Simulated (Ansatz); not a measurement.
# C₂H₇NSi: one species, many methods

The task here is to estimate one member of a computed series from the others.

Computed with Ansatz 0.2.0, Gaussian basis. Level: functionals in def2-TZVPP, the program's frozen cores in correlated methods.

Plan: LDA (SPW92), PBE-D4, revPBE-D4, BLYP-D4, r2SCAN-D4, B97M-V, PBE0-D4, B3LYP-D4, r2SCANh-D4, r2SCAN0-D4, HSE06-D4, BHLYP-D4, CAM-B3LYP-D4, LC-ωPBE, ωB97X-V, ωB97M-V, B2PLYP, PBE-QIDH; CCSD(T)/def2-SVP; CCSD(T)/def2-TZVPP; MP2/def2-QZVPP; extrapolation to the limit; RPA on PBE.

**Structure used throughout**

An earlier PBE0-D4 in a triple-zeta def2 set relaxation fixed the geometry.

SMILES `C=NC[SiH3]`, 11 atoms, charge 0, spin multiplicity 1.

Atoms are counted from 1 here; the program's logs count them from 0.

Bond lengths: C1–N2 1.259 Å, C1–H5 1.089 Å, C1–H6 1.099 Å, N2–C3 1.436 Å, C3–Si4 1.892 Å, C3–H7 1.095 Å, C3–H8 1.102 Å, Si4–H9 1.487 Å, Si4–H10 1.484 Å, Si4–H11 1.488 Å. Angles: N2–C1–H5 119.2°, N2–C1–H6 123.2°, H5–C1–H6 117.5°, C1–N2–C3 118.6°, N2–C3–Si4 109.6°, N2–C3–H7 109.0°, N2–C3–H8 113.6°, Si4–C3–H7 106.9°, Si4–C3–H8 109.5°, H7–C3–H8 108.0°, C3–Si4–H9 109.5°, C3–Si4–H10 110.5°, C3–Si4–H11 108.9°, H9–Si4–H10 109.4°, H9–Si4–H11 109.1°, H10–Si4–H11 109.4°.

The first run:

Input file in.yaml:

```yaml
crystal:
  periodic: [false, false, false]
  atoms:
    - {symbol: C, position_ang: [-0.639351, 1.869334, 0.363863]}
    - {symbol: N, position_ang: [-0.998594, 0.713074, 0.017997]}
    - {symbol: C, position_ang: [-0.299048, -0.417007, 0.562558]}
    - {symbol: Si, position_ang: [0.706291, -1.257428, -0.802717]}
    - {symbol: H, position_ang: [-1.145865, 2.733452, -0.063221]}
    - {symbol: H, position_ang: [0.166886, 2.058964, 1.086583]}
    - {symbol: H, position_ang: [-1.029882, -1.151367, 0.917890]}
    - {symbol: H, position_ang: [0.365225, -0.161731, 1.404491]}
    - {symbol: H, position_ang: [1.729596, -0.311269, -1.319907]}
    - {symbol: H, position_ang: [-0.179773, -1.683047, -1.914536]}
    - {symbol: H, position_ang: [1.389914, -2.450075, -0.232401]}
basis:
  gaussian: {orbitals: def2-TZVPP}
hamiltonian: {xc: lda}
output: {orbitals: {seedname: orbitals}}
```

On the command line:

```sh
> ansatz run in.yaml --threads 2 --pin off --events-out ev --progress --plain --max-ram 4352MiB
```

Among the steps run: LDA; PBE-D4 (GGA); revPBE-D4 (GGA); BLYP-D4 (GGA); r2SCAN-D4 (meta-GGA); B97M-V (meta-GGA); B3LYP-D4 (hybrid); r2SCANh-D4 (hybrid); r2SCAN0-D4 (hybrid); HSE06-D4 (hybrid); BHLYP-D4 (hybrid); CAM-B3LYP-D4 (range-separated); LC-ωPBE (range-separated); ωB97X-V (range-separated); ωB97M-V (range-separated); B2PLYP (double hybrid); PBE-QIDH (double hybrid).

One table of the session follows, with a row left open; its other results are not shown here.

It belongs to the step «Orbital energies across the functionals». 

| functional | HOMO (eV) | gap (eV) |
| --- | --- | --- |
| LDA (SPW92) | -6.08 | 4.25 |
| PBE-D4 | -6.01 | 4.41 |
| revPBE-D4 | -5.96 | 4.46 |
| BLYP-D4 | -5.92 | 4.45 |
| r2SCAN-D4 | -6.31 | 4.95 |
| B97M-V | -6.57 | 5.22 |
| PBE0-D4 | -7.49 | 6.99 |
| B3LYP-D4 | -7.27 | 6.51 |
| r2SCANh-D4 | -6.87 | 5.91 |
| r2SCAN0-D4 | ? | ? |
| HSE06-D4 | -7.08 | 6.20 |
| BHLYP-D4 | -8.93 | 9.59 |
| CAM-B3LYP-D4 | -8.92 | 9.60 |
| LC-ωPBE | -10.25 | 12.14 |
| ωB97X-V | -9.95 | 11.75 |
| ωB97M-V | -9.88 | 11.54 |

**Question.** Estimate the row for r2SCAN0-D4.

Worked estimate for «HOMO (eV)». Against the share of exact exchange, r2SCAN-D4 (0, -6.31), r2SCANh-D4 (0.1, -6.87) give a slope of -5.60 per unit share; at 0.25 the line stands at -7.71.

As computed: HOMO (eV): -7.70; gap (eV): 7.34. In «HOMO (eV)» the line misses by -0.01.
